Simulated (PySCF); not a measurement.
# [Gd(H2O)7]3+: other functionals and bases at one geometry

Aim: see how levels, charges and forces of [Gd(H2O)7]3+ depend on the level of theory. It is a constructed species; whether it can be made isn't addressed.

Method: several levels, as the steps say, no spin–orbit coupling; program: PySCF 2.14.0.

1 further run of the same task is left out (for a known fault of the program).

**1. Where the work starts**

22 atoms, charge 3, spin multiplicity 1.

Bond lengths: Gd1–O2 2.415 Å, Gd1–O5 2.415 Å, Gd1–O8 2.473 Å, Gd1–O11 2.458 Å, Gd1–O14 2.468 Å, Gd1–O17 2.468 Å, Gd1–O20 2.458 Å, O2–H3 0.986 Å, O2–H4 0.986 Å, O5–H6 0.986 Å, O5–H7 0.986 Å, O8–H9 0.983 Å, O8–H10 0.983 Å, O11–H12 0.983 Å, O11–H13 0.983 Å, O14–H15 0.983 Å, O14–H16 0.983 Å, O17–H18 0.983 Å and more. Angles: O2–Gd1–O5 179.8°, O2–Gd1–O8 90.1°, O2–Gd1–O11 90.0°, O2–Gd1–O14 89.9°, O2–Gd1–O17 89.9°, O2–Gd1–O20 90.0°, O5–Gd1–O8 90.1°, O5–Gd1–O11 90.0°, O5–Gd1–O14 89.9°, O5–Gd1–O17 89.9°, O5–Gd1–O20 90.0°, O8–Gd1–O11 72.0°, O8–Gd1–O14 143.9°, O8–Gd1–O17 143.9°, O8–Gd1–O20 72.0°, O11–Gd1–O14 71.9°, O11–Gd1–O17 144.1°, O11–Gd1–O20 144.0° and more.

Geometry (Å):

```tsv
atom	x (Å)	y (Å)	z (Å)
Gd1	0.0002	0.0000	0.0000
O2	-0.0032	0.0000	2.4148
H3	0.7675	0.0000	3.0301
H4	-0.7757	0.0000	3.0278
O5	-0.0032	0.0000	-2.4148
H6	0.7675	0.0000	-3.0301
H7	-0.7757	0.0000	-3.0278
O8	2.4736	0.0000	0.0000
H9	3.0865	0.0000	0.7687
H10	3.0865	0.0000	-0.7687
O11	0.7598	2.3375	0.0000
H12	0.9268	2.9211	0.7732
H13	0.9268	2.9211	-0.7732
O14	-1.9942	1.4532	0.0000
H15	-2.4657	1.8413	0.7705
H16	-2.4657	1.8413	-0.7705
O17	-1.9942	-1.4532	0.0000
H18	-2.4657	-1.8413	0.7705
H19	-2.4657	-1.8413	-0.7705
O20	0.7598	-2.3375	0.0000
H21	0.9268	-2.9211	0.7732
H22	0.9268	-2.9211	-0.7732
```

Formal oxidation states: Gd +3. Each metal's 7 4f electrons lie in its core potential, so multiplicities, spins and levels count the valence alone. An earlier session relaxed this geometry at PBE, Gd lcecp-1-SVP with ECP53, O def2-SVP, H def2-SVP (singlet, point group C2v). Its vibrations showed it to be a saddle point, relaxed within its symmetry.

At PBE on the finer grid: E = -569.158583 Eh, HOMO -18.81 eV, LUMO -13.82 eV, Mulliken charge on Gd1 +0.95 e, largest force component 0.005 eV/Å. 

Levels to run: TPSS; revPBE; wB97X; r2SCAN; PBE, TZVP; PBE0, SVP. Hardware: 4 threads of Arm Neoverse V2, shared host.

**2. TPSS**

Input file run.py (the lines that set the calculation):

```python
mol = gto.M(atom='''
Gd     0.00019     0.00000     0.00000
O     -0.00316     0.00000     2.41475
H      0.76753     0.00000     3.03015
H     -0.77571     0.00000     3.02783
O     -0.00316     0.00000    -2.41475
H      0.76753     0.00000    -3.03015
H     -0.77571     0.00000    -3.02783
O      2.47357     0.00000     0.00000
H      3.08654     0.00000     0.76868
H      3.08654     0.00000    -0.76868
O      0.75977     2.33754     0.00000
H      0.92682     2.92110     0.77325
H      0.92682     2.92110    -0.77325
O     -1.99417     1.45325     0.00000
H     -2.46570     1.84132     0.77050
H     -2.46570     1.84132    -0.77050
O     -1.99417    -1.45325     0.00000
H     -2.46570    -1.84132     0.77050
H     -2.46570    -1.84132    -0.77050
O      0.75977    -2.33754     0.00000
H      0.92682    -2.92110     0.77325
H      0.92682    -2.92110    -0.77325''',
    basis={'Gd': 'lcecp-1-SVP', 'O': 'def2-SVP', 'H': 'def2-SVP'},
    ecp={'Gd': 'lcecp-1-SVP'},
    charge=3, spin=0)
mf = dft.RKS(mol, xc='TPSS')
mf.grids.atom_grid = (75, 302)  # f atoms: unpruned, at least (60, 302)
mf = mf.density_fit()  # fitting sets: Gd AutoAux, O def2-universal-JKFIT, H def2-universal-JKFIT
mf.conv_tol = 1e-08; mf.max_cycle = 55
mf.kernel(dm0)  # dm0: the density of the relaxed state
```

On the command line:

```
$ OMP_NUM_THREADS=4 python run.py
```

**3. revPBE**

run.py (the lines that set the calculation), as its differences from that of step 2:

```diff
@@ -26,3 +26,3 @@
     charge=3, spin=0)
-mf = dft.RKS(mol, xc='TPSS')
+mf = dft.RKS(mol, xc='PBE_R,PBE')
 mf.grids.atom_grid = (75, 302)  # f atoms: unpruned, at least (60, 302)
```

**4. wB97X**

run.py (the lines that set the calculation), as its differences from that of step 3:

```diff
@@ -26,3 +26,3 @@
     charge=3, spin=0)
-mf = dft.RKS(mol, xc='PBE_R,PBE')
+mf = dft.RKS(mol, xc='WB97X')
 mf.grids.atom_grid = (75, 302)  # f atoms: unpruned, at least (60, 302)
```

**5. r2SCAN**

run.py (the lines that set the calculation), as its differences from that of step 4:

```diff
@@ -26,3 +26,3 @@
     charge=3, spin=0)
-mf = dft.RKS(mol, xc='WB97X')
+mf = dft.RKS(mol, xc='R2SCAN')
 mf.grids.atom_grid = (75, 302)  # f atoms: unpruned, at least (60, 302)
```

**6. PBE, TZVP**

Basis: Gd lcecp-1-TZVP with ECP53, O def2-TZVP, H def2-TZVP. 

run.py (the lines that set the calculation), as its differences from that of step 5:

```diff
@@ -23,6 +23,6 @@
 H      0.92682    -2.92110    -0.77325''',
-    basis={'Gd': 'lcecp-1-SVP', 'O': 'def2-SVP', 'H': 'def2-SVP'},
-    ecp={'Gd': 'lcecp-1-SVP'},
+    basis={'Gd': 'lcecp-1-TZVP', 'O': 'def2-TZVP', 'H': 'def2-TZVP'},
+    ecp={'Gd': 'lcecp-1-TZVP'},
     charge=3, spin=0)
-mf = dft.RKS(mol, xc='R2SCAN')
+mf = dft.RKS(mol, xc='PBE')
 mf.grids.atom_grid = (75, 302)  # f atoms: unpruned, at least (60, 302)
@@ -30,2 +30,2 @@
 mf.conv_tol = 1e-08; mf.max_cycle = 55
-mf.kernel(dm0)  # dm0: the density of the relaxed state
+mf.kernel(dm0)  # dm0: free metal ions and neutral atoms
```

**7. PBE0, SVP**

Basis: Gd def2-SVP with ECP28, O def2-SVP, H def2-SVP. The 4f electrons are now in the valence.

run.py (the lines that set the calculation), as its differences from that of step 6:

```diff
@@ -23,8 +23,8 @@
 H      0.92682    -2.92110    -0.77325''',
-    basis={'Gd': 'lcecp-1-TZVP', 'O': 'def2-TZVP', 'H': 'def2-TZVP'},
-    ecp={'Gd': 'lcecp-1-TZVP'},
-    charge=3, spin=0)
-mf = dft.RKS(mol, xc='PBE')
+    basis={'Gd': 'def2-SVP', 'O': 'def2-SVP', 'H': 'def2-SVP'},
+    ecp={'Gd': 'def2-SVP'},
+    charge=3, spin=7)
+mf = dft.UKS(mol, xc='PBE0')
 mf.grids.atom_grid = (75, 302)  # f atoms: unpruned, at least (60, 302)
-mf = mf.density_fit()  # fitting sets: Gd AutoAux, O def2-universal-JKFIT, H def2-universal-JKFIT
+mf = mf.density_fit()  # fitting sets: Gd def2-universal-JKFIT, O def2-universal-JKFIT, H def2-universal-JKFIT
 mf.conv_tol = 1e-08; mf.max_cycle = 55
```

Before running it: what results should come out? Wanted: for each run, HOMO; gap; charge on Gd1; dipole; largest force component.

As calculated:

| level | state | HOMO (eV) | gap (eV) | charge on Gd1 (e) | dipole (D) | largest force component (eV/Å) | basis functions | time |
| --- | --- | --- | --- | --- | --- | --- | --- | --- |
| PBE (relaxed here) | singlet | -18.81 | 4.99 | 0.95 | 0.01 | 0.01 | 201 | 14 s |
| TPSS | singlet | -18.94 | 5.38 | 1.08 | 0.01 | 0.10 | 201 | 33 s |
| revPBE | singlet | -18.78 | 5.08 | 1.02 | 0.01 | 0.16 | 201 | 17 s |
| wB97X | singlet | -23.30 | 12.66 | 1.17 | 0.01 | 0.59 | 201 | 26 s |
| r2SCAN | singlet | -19.28 | 5.71 | 1.19 | 0.01 | 0.37 | 201 | 33 s |
| PBE, TZVP | singlet | -18.94 | 5.04 | 1.71 | 0.01 | 0.35 | 348 | 62 s |
| PBE0, SVP | octet | -20.66 | 7.56 | 1.51 | 0.01 | 0.45 | 246 | 1.8 min |

Times are on 4 threads of Arm Neoverse V2, shared host; the first row also made further properties. The dipole of a charged species depends on the origin, so these sizes hold for this origin alone.

In one basis the HOMO–LUMO gap runs from 4.99 eV (PBE) to 12.66 eV (wB97X). The largest leftover force, 0.59 eV/Å with wB97X, stands at a geometry relaxed at another level. The Mulliken charge on Gd spans +0.95 to +1.71 e over the levels. With 4f in the core, its levels are missing from HOMO and gap, and its count is fixed, so no charge can pass from the ligands into it. Total energies of different levels can't be compared. Spin–orbit coupling is left out throughout.
